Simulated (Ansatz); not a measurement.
# SnTe3 under changes of volume

One of the cells (28.783 Å³/atom); the others are scaled copies at fixed shape and fractional positions:

```xyz
4
Lattice="0.0000 3.8612 3.8612 3.8612 0.0000 3.8612 3.8612 3.8612 0.0000" Properties=species:S:1:pos:R:3 pbc="T T T"
Te    3.8612    3.8612    3.8612
Te    5.7918    5.7918    5.7918
Te    1.9306    1.9306    1.9306
Sn    0.0000    0.0000    0.0000
```

The cell comes from a database or a generator and needn't be the stable form of this composition.

- Program: Ansatz 0.2.0
- Functional: PBEsol
- Potentials or basis: all-electron LAPW, scalar-relativistic
- Cutoff: 157 eV (chosen from the basis error)
- Basis error allowed: 0.001 eV/atom
- k mesh: 6 × 6 × 6
- Occupations: fermi-dirac, width 0.05 eV
- Spin: no spin polarisation

```tsv
volume (Å³/atom)	energy over the lowest point (meV/atom)	pressure (GPa)
27.056	0.00	0.3
27.632	?	?
28.208	5.38	-1.9
28.783	13.49	-2.8
29.359	24.83	-3.6
29.935	39.08	-4.4
30.510	55.95	-5.1
```

Problem. What does the run at 27.632 Å³/atom give?

Solution. Energy over the lowest point 0.78 meV/atom; pressure -0.8 GPa.

Worked out: A Birch-Murnaghan fit of order 3 (a polynomial in V^(-2/3)) to the other rows has its minimum at 27.24 Å³/atom with B0 = V·E''(V) = 54 GPa and B' = 3.5. It gives 0.76 meV/atom at 27.632 Å³/atom, against the run's 0.78, and -dE/dV = -0.8 GPa, against -0.8.

Energies are extrapolated to zero smearing.
